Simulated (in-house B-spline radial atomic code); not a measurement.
# Ti¹²⁺: density, ELF and screening along the radius

How do the shells of Ti¹²⁺ show in real space, and how much do the settings move them?

Program: in-house B-spline radial atomic code version 1. Level of theory: several methods, spin-polarised, as named in each step; spherical all-electron atom at the radial basis limit. These are calculated values, not measurements, unless marked.

### 1 The system

| Quantity | Value |
| --- | --- |
| element | titanium (Z = 22) |
| charge | +12 |
| electrons | 10 |
| configuration | [He] 2s2 2p5 3p1 |
| nucleus | point (non-relativistic runs) or finite (X2C runs) |

The outer shells:

[He] 2s2 2p5 3p1
```
[He] core
2s [↑↓]
2p [↑↓][↑↓][↑ ]
3p [↑ ][  ][  ]
```

Where spins are not typed, each open shell is filled with up spins first.

### 2 Hartree-Fock, non-rel., [He] 2s2 2p5 3p1

The run's settings:

```ini
Z = 22
electrons = 10.0
configuration = [He] 2s2 2p5 3p1
hamiltonian = nr
method = hf
spin_polarised = True
```

Run with:

```bash
$ python run_scf.py task.json out
```

task.json lists these runs, among others, and the program works through them in turn.

### 3 PBE, X2C, [He] 2s2 2p5 3d1

The run's settings:

```ini
Z = 22
electrons = 10.0
configuration = [He] 2s2 2p5 3d1
hamiltonian = x2c
method = pbe,pbe
spin_polarised = True
nucleus = fermi
rms_radius = 3.5921
mass_number = 48
atomic_mass = 47.947940677
speed_of_light = 137.035999084
```

Before running: How large is the system in each run, where do the shell borders lie, and what is the highest level?

As calculated:

| run | total energy (hartree) | highest level (eV) | radius holding 50 / 90 / 99 % (bohr) | radius at n = 0.001 (bohr) | ELF minima on the full grid (bohr) |
| --- | --- | --- | --- | --- | --- |
| Hartree-Fock, non-rel., [He] 2s2 2p5 3p1 | -772.9831 | -301.85 | 0.247 / 0.591 / 1.20 | 1.70 | 0.11, 0.61 |
| PBE, X2C, [He] 2s2 2p5 3d1 | -776.0767 | -256.09 | 0.248 / 0.555 / 1.14 | 1.68 | 0.12 |

In the first run ELF has 2 minima on the grid, which mark the borders between shells. On the record's full grid the screened charge (r times the electrostatic potential) falls from 21.9 near the nucleus to 12.00 at 2.9 bohr; far out it tends to the net charge, 12. The radius that holds 99 % of the electrons runs from 1.14 bohr (PBE, X2C, [He] 2s2 2p5 3d1) to 1.20 bohr (Hartree-Fock, non-rel., [He] 2s2 2p5 3p1). The grid is coarse (about 19 % a step), so the places of minima are rough. For X2C runs ELF uses the non-relativistic kinetic energy density, and the fields carry no picture-change correction.
